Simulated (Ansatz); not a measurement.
The system is GaSb3.

```
Sb Ga
1.0
     0.00000    3.73060    3.73060
     3.73060    0.00000    3.73060
     3.73060    3.73060    0.00000
Sb Ga
3 1
Direct
  0.50000 0.50000 0.50000
  0.75000 0.75000 0.75000
  0.25000 0.25000 0.25000
  0.00000 0.00000 0.00000
```

The cell comes from a database or a generator and needn't be the stable form of this composition.

| Item | Value |
| --- | --- |
| Program | Ansatz 0.2.0 |
| Task | relaxation of cell and atoms |
| Functional | HSE06 |
| Potentials or basis | Ansatz PAW |
| Cutoff | 420 eV (not typed: the program's choice for these potentials) |
| k mesh | 4 × 4 × 4 |
| Occupations | fermi-dirac, width 0.05 eV |
| Spin | no spin polarisation |

At the start: volume 25.96 Å³/atom.

How do energy, volume and symmetry change on relaxing?

It ends after 5 steps and the volume is 23.92 Å³/atom (-7.9 %); space group Fm-3m (No. 225, to 0.05 Å).

Step by step:
```
step  energy change (eV)  largest force (eV/Å)  volume (Å³)
   1              0.0000                0.0000       103.84
   2             -0.1085                0.0000        92.35
   3             -0.1331                0.0000        96.25
   4             -0.1341                0.0000        95.68
   5             -0.1313                0.0000        95.68
```

Final structure:
```yaml
crystal:
  lattice:
    - [0.00000, 3.63016, 3.63016]
    - [3.63016, 0.00000, 3.63016]
    - [3.63016, 3.63016, 0.00000]
  atoms:
    - { symbol: Sb, position: [0.50000, 0.50000, 0.50000] }
    - { symbol: Sb, position: [0.75000, 0.75000, 0.75000] }
    - { symbol: Sb, position: [0.25000, 0.25000, 0.25000] }
    - { symbol: Ga, position: [0.00000, 0.00000, 0.00000] }
```

Caveat: the k mesh is coarse (spacing up to 0.36 Å⁻¹), so the values aren't converged, least of all with exact exchange; the plane-wave basis is chosen anew once the cell has moved, so the energies of steps on either side of that aren't comparable; the PAW data sets come from PBE, with cores solved anew for the run's functional, which leaves a small shift of forces and pressure.
